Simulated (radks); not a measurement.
# Gd⁶¹⁺ in 1s1 2s1 3s1: an all-electron calculation

One table from this session's results is given with a row withheld; the runs are named, their logs left out.

Program: radks (a radial shooting solver on a logarithmic mesh, Libxc functionals) version 1. Level of theory: Dirac Kohn-Sham, LDA (Slater exchange, Perdew-Wang correlation), spin-unpolarised, spherical densities, finite nucleus. These are calculated values, not measurements, unless marked.

## What is computed

| Item | Value |
| --- | --- |
| element | gadolinium (Z = 64) |
| charge | +61 |
| electrons | 3 |
| configuration | 1s1 2s1 3s1 |
| nuclear rms radius | 5.1569 fm |

Outer shells as boxes (Hund's rule):

Gd⁶¹⁺
```
1s [↑ ]
2s [↑ ]
3s [↑ ]
```

The first run:

The run's settings:

```text
Z 64
configuration 1s1 2s1 3s1 2p0 4s0
relativity Dirac
functional lda,pw
spin unpolarised
j_filling average
nucleus finite rms 5.1569 fm
c 137.035999084
```

On the command line:

```
> python run_ks.py task.json out
```

The same process makes all the runs of this session.

One table of the session follows, with a row left open; its other results are not shown here.

It belongs to the step «Orbitals and density». Radial moments (bohr):

```
level      <r>  outermost maximum (interpolated)  90 % within  nodes
1s1/2  0.02170                            0.0138       0.0392      0
2s1/2  0.08703                            0.0758        0.135      1
2p1/2  0.07153                            0.0563        0.117      0
2p3/2  0.07765                            0.0617        0.125      0
3s1/2   0.2016                             0.195        0.293      2
4s1/2        ?                                 ?            ?      ?
```

Q: Estimate the row for 4s1/2 from the others.

As computed: <r>: 0.3651; outermost maximum (interpolated): 0.373; 90 % within: 0.514; nodes: 3. In the column «<r>» it is the highest.
